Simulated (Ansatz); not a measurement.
**ClH5OSiSn: up Jacob's ladder to CCSD(T)**

One table from this session's results is given with a row withheld; the runs are named, their logs left out.

The runs use Ansatz 0.2.0, Gaussian basis; functionals in def2-TZVPP, the program's frozen cores in correlated methods.

The runs, in order: PBE-D4, r2SCAN-D4, PBE0-D4, B3LYP-D4, ωB97X-V, ωB97M-V, B2PLYP; CCSD(T)/def2-TZVPP; MP2/def2-QZVPP; extrapolation to the limit.

## The relaxed structure

The geometry comes from an earlier relaxation with PBE0-D4 in a triple-zeta def2 set; it is a stationary point, not always the lowest conformer. Sn takes the def2 core potential; no spin-orbit term is included.

SMILES `O[SiH2][SnH2][Cl]`, 9 atoms, charge 0, spin multiplicity 1.

Atoms are counted from 1 here; the program's logs count them from 0.

Bond lengths: O1–Si2 1.640 Å, O1–H5 0.964 Å, Si2–Sn3 2.578 Å, Si2–H6 1.483 Å, Si2–H7 1.487 Å, Sn3–Cl4 2.375 Å, Sn3–H8 1.706 Å, Sn3–H9 1.706 Å. Angles: Si2–O1–H5 116.0°, O1–Si2–Sn3 104.8°, O1–Si2–H6 109.4°, O1–Si2–H7 112.6°, Sn3–Si2–H6 111.9°, Sn3–Si2–H7 109.2°, H6–Si2–H7 109.0°, Si2–Sn3–Cl4 95.9°, Si2–Sn3–H8 119.4°, Si2–Sn3–H9 119.7°, Cl4–Sn3–H8 104.3°, Cl4–Sn3–H9 104.5°, H8–Sn3–H9 109.4°.

The first run:

in.yaml

```yaml
crystal:
  periodic: [false, false, false]
  atoms:
    - {symbol: O, position_ang: [-1.382736, 0.431887, 1.397715]}
    - {symbol: Si, position_ang: [-0.923411, 0.887368, -0.109712]}
    - {symbol: Sn, position_ang: [1.020927, -0.695029, -0.709857]}
    - {symbol: Cl, position_ang: [1.406426, -1.458535, 1.505336]}
    - {symbol: H, position_ang: [-0.738660, -0.081824, 1.898994]}
    - {symbol: H, position_ang: [-2.068532, 0.736009, -1.039968]}
    - {symbol: H, position_ang: [-0.443244, 2.293776, -0.159209]}
    - {symbol: H, position_ang: [0.699807, -2.116506, -1.596440]}
    - {symbol: H, position_ang: [2.517923, -0.043444, -1.203959]}
basis:
  gaussian: {orbitals: def2-TZVPP}
hamiltonian: {xc: pbe, dispersion: d4}
output: {forces: true, orbitals: {seedname: orbitals}}
```

Started as:

```
ansatz run in.yaml --threads 4 --pin off --events-out ev --progress --plain --max-ram 10444MiB
```

Steps of the session up to this table: PBE-D4 (GGA); r2SCAN-D4 (meta-GGA); PBE0-D4 (hybrid); B3LYP-D4 (hybrid); ωB97X-V (range-separated); ωB97M-V (range-separated); B2PLYP (double hybrid); CCSD(T) in def2-TZVPP; MP2 in def2-QZVPP.

One table of the session follows, with a row left open; its other results are not shown here.

It belongs to the step «Atomisation energies». 

| method | atomisation energy (kcal/mol) |
| --- | --- |
| PBE-D4 | 628.7 |
| r2SCAN-D4 | 630.6 |
| PBE0-D4 | 621.1 |
| B3LYP-D4 | 625.5 |
| ωB97X-V | 636.4 |
| ωB97M-V | 631.2 |
| B2PLYP | 617.8 |
| HF/def2-TZVPP | 452.0 |
| MP2/def2-TZVPP | 616.9 |
| CCSD/def2-TZVPP | 606.0 |
| CCSD(T)/def2-TZVPP | ? |
| MP2/CBS | 638.7 |
| CCSD(T)/CBS | 636.9 |

**Question.** Estimate the row for CCSD(T)/def2-TZVPP.

As computed: atomisation energy (kcal/mol): 615.1. In the column «atomisation energy (kcal/mol)» it lies between CCSD/def2-TZVPP (606.0) and MP2/def2-TZVPP (616.9).
